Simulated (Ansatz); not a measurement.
Task: a test of the smearing width of Pt, space group P6_3/mmc, with the Python package of Ansatz (0.2.0). Give the script and its output. Use (first run): PBEsol, PAW, cutoff 490 eV, 11×11×6 k-points, Fermi-Dirac smearing of 0.5 eV. The script varies width (eV): 0.5, 0.3, 0.2, 0.1.

```yaml
crystal:
  lattice:
    - [2.76067, 0.00000, 0.00000]
    - [-1.38033, 2.39081, 0.00000]
    - [0.00000, 0.00000, 4.79213]
  atoms:
    - { symbol: Pt, position: [0.66667, 0.33333, 0.75000] }
    - { symbol: Pt, position: [0.33333, 0.66667, 0.25000] }
```

`run_smear.py`
```python
"""How the energy of Pt depends on the smearing."""

from dataclasses import dataclass
import warnings

import ansatz as az
import pandas as pd


@dataclass(frozen=True)
class RunConfig:
    mesh: tuple[int, ...] = (11, 11, 6)
    xc: str = "pbesol"


cfg = RunConfig()

warnings.simplefilter("ignore", az.DeckWarning)

crystal = (
    az.Lattice.of((2.760666, 0.0, 0.0), (-1.380333, 2.390807, 0.0), (0.0, 0.0, 4.792134))
    .atom("Pt", (2 / 3, 1 / 3, 0.75))
    .atom("Pt", (1 / 3, 2 / 3, 0.25))
)

model = (
    crystal.calculation()
    .kpoints(*cfg.mesh)
    .basis(18 * az.Ha)
    .functional(cfg.xc)
)

rows = []
for value in [0.5, 0.3, 0.2, 0.1]:
    r = model.occupations("fermi_dirac", width=value).run(threads=1).report
    rows.append((value, r["free_energy_ev"] / len(r["lattice"]["sites"]), r["n_iterations"], r["n_kpoints"]))

table = pd.DataFrame(rows, columns=["width (eV)", "F/atom (eV)", "iterations", "k-points"])
print(table.round(5).to_string(index=False))

# the last row is the reference
for row in rows[:-1]:
    shift = 1000 * (row[1] - rows[-1][1])
    print(f"{row[0]}: {shift:+.2f} meV/atom" + ("  (within 5 meV)" if abs(shift) < 5 else ""))
```

`python run_smear.py` gives:
```text
 width (eV)  F/atom (eV)  iterations  k-points
        0.5 -12384.23824           6        64
        0.3 -12383.95029           6        64
        0.2 -12383.84062           6        64
        0.1 -12383.76062           6        64
0.5: -477.62 meV/atom
0.3: -189.67 meV/atom
0.2: -80.00 meV/atom
```

Going from 0.1 to 0.5 eV changes F by -477.6 meV an atom. The report's estimate for zero width moves by -94.6 meV, so the entropy term explains only part of the change.

Caveats:
- The run is spin-unpolarised.
- The mesh is modest for a metal, so energies can be off by several to tens of meV an atom and pressures by half a GPa or more; differences at equal mesh fare better.
- A Fermi-Dirac width this large means warm electrons, whose thermal share enters the free energy.
- The narrowest width needs the finest mesh, so the last row is no converged reference.
- Spin-orbit coupling, which matters for elements this heavy, is left out.
- This isn't the structure that Pt takes at ambient conditions.
- The whole script took 7.9 s on 1 thread of Intel(R) Xeon(R) Processor @ 2.30GHz (shared host), peak memory 0.55 GiB.
